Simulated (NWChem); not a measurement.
# GeH3F (fluorogermane) at r2SCAN/3-21G

Aim: the vertical ionisation energy of GeH3F (fluorogermane) at r2SCAN/3-21G, from 2 runs. 

The results are computed with NWChem 7.3.0.

1 further run of the same task is left out (it didn't finish).

**1. Starting point**

The species is GeH3F (5 atoms), meant as a singlet with charge 0. As SMILES, `[F][GeH3]`. Geometry: relaxed at PBE0-D4/def2-TZVP.

Bond lengths: F1–Ge2 1.742 Å, Ge2–H3 1.533 Å, Ge2–H4 1.533 Å, Ge2–H5 1.533 Å. Angles: F1–Ge2–H3 106.2°, F1–Ge2–H4 106.2°, F1–Ge2–H5 106.3°, H3–Ge2–H4 112.5°, H3–Ge2–H5 112.5°, H4–Ge2–H5 112.5°.

**2. The energy at r2SCAN/3-21G**

Contents of input.nw:

```
START input
TITLE "FGeH3"
memory total 2200 mb
charge 0
GEOMETRY units angstroms noautosym nocenter noautoz
  F    -1.046500    0.474300    1.162200
  Ge    0.068200   -0.041600   -0.072800
  H     1.331000   -0.512000    0.658600
  H    -0.627800   -1.178000   -0.831200
  H     0.325100    1.183600   -0.958100
END
BASIS spherical bse
  * library 3-21G
END
DFT
  xc r2scan
  mult 1
  grid fine
  convergence energy 1e-08
  maxiter 100
  mulliken
  noprint "final vectors analysis"
END
TASK dft energy
```

Run with:

```sh
nwchem input.nw > input.out
```

The program printed:

```text
[...]
          Wavefunction type:  closed shell.
          No. of atoms     :     5
          No. of electrons :    44
[...]
          Charge           :     0
          Spin multiplicity:     1
[...]
          AO basis - number of functions:    37
[...]
              XC Information
              --------------
                      r^2SCAN Method XC Functional
               r^2SCAN metaGGA Exchange Functional  1.000
                     r^2SCAN Correlation Potential  1.000
[...]
 d= 0,ls=0.0,diis     1  -2167.8439218723 -2.29D+03  5.12D-02  5.27D-01     0.4
[...]
 d= 0,ls=0.0,diis     8  -2167.9118281329  1.02D-09  2.21D-06  1.86D-08     2.5
         Total DFT energy =    -2167.911828132911
      One electron energy =    -3277.497551770198
           Coulomb energy =     1073.357968403619
    Exchange-Corr. energy =      -90.471283879614
 Nuclear repulsion energy =      126.699039113282
[...]
      Total Density - Mulliken Population Analysis
     ---------------------------------------------
    Atom       Charge   Shell Charges
 -----------   ------   -------------------------------------------------------
    1 F    9     9.39   1.98  0.45  2.47  1.54  2.96
    2 Ge  32    31.20   2.00  2.00  5.99  2.00  5.95  0.86  1.59  0.40  0.46  9.96
    3 H    1     1.14   0.42  0.71
    4 H    1     1.14   0.42  0.71
    5 H    1     1.14   0.42  0.71
[...]
```

It took 3 s on 1 thread of Intel Xeon Platinum 8559C (Emerald Rapids), shared host; peak memory 0.11 GiB.

**3. The doublet cation**

Contents of run.nw:

```
start run
title "FGeH3 r2SCAN"
memory 2200 mb
charge 1

geometry units angstrom noautosym nocenter noautoz
  F     -1.046500     0.474300     1.162200
  Ge     0.068200    -0.041600    -0.072800
  H      1.331000    -0.512000     0.658600
  H     -0.627800    -1.178000    -0.831200
  H      0.325100     1.183600    -0.958100
end

basis "ao basis" spherical bse
  F library 3-21G
  Ge library 3-21G
  H library 3-21G
end

dft
  xc r2scan
  mult 2
  grid fine
  convergence energy 1e-08
  maxiter 100
  mulliken
  print low
end

task dft energy
```

Run with:

```sh
nwchem run.nw > run.out
```

The program printed:

```text
[...]
 d= 0,ls=0.0,diis     1  -2167.2829005253 -2.29D+03  5.35D-02  4.57D-01     0.6
[...]
 d= 0,ls=0.5,diis    56  -2167.4822090636  1.04D-09  1.06D-06  4.40D-08    26.5
[...]
         Total DFT energy =    -2167.482209080433
      One electron energy =    -3264.058520282627
           Coulomb energy =     1059.943990234596
    Exchange-Corr. energy =      -90.066718145684
 Nuclear repulsion energy =      126.699039113282
[...]
      Total Density - Mulliken Population Analysis
     ---------------------------------------------
    Atom       Charge   Shell Charges
 -----------   ------   -------------------------------------------------------
    1 F    9     9.13   1.98  0.47  2.43  1.53  2.72
    2 Ge  32    31.05   2.00  2.00  5.99  2.00  5.95  0.95  1.59  0.33  0.29  9.96
    3 H    1     0.98   0.40  0.57
    4 H    1     0.97   0.40  0.57
    5 H    1     0.87   0.38  0.50
[...]
      <S2> =      0.7583 (Exact =     0.7500)
[...]
```

It took 28 s on 1 thread of Intel Xeon Platinum 8559C (Emerald Rapids), shared host; peak memory 0.11 GiB.

**4. Outcome**

Level: r2SCAN/3-21G.

| quantity | value |
| --- | --- |
| singlet GeH3F: total energy | -2167.91183 Eh |
| singlet GeH3F: dipole moment | 1.95 D |
| doublet cation: total energy | -2167.48221 Eh |
| doublet cation: ⟨S²⟩ | 0.758 |
| vertical ionisation energy (to the doublet cation) | 11.691 eV |

What this shows: The vertical ionisation energy comes to 11.69 eV (270 kcal/mol). Mulliken charges (singlet GeH3F) run from -0.39 on F1 to +0.80 on Ge2; they depend strongly on the basis.
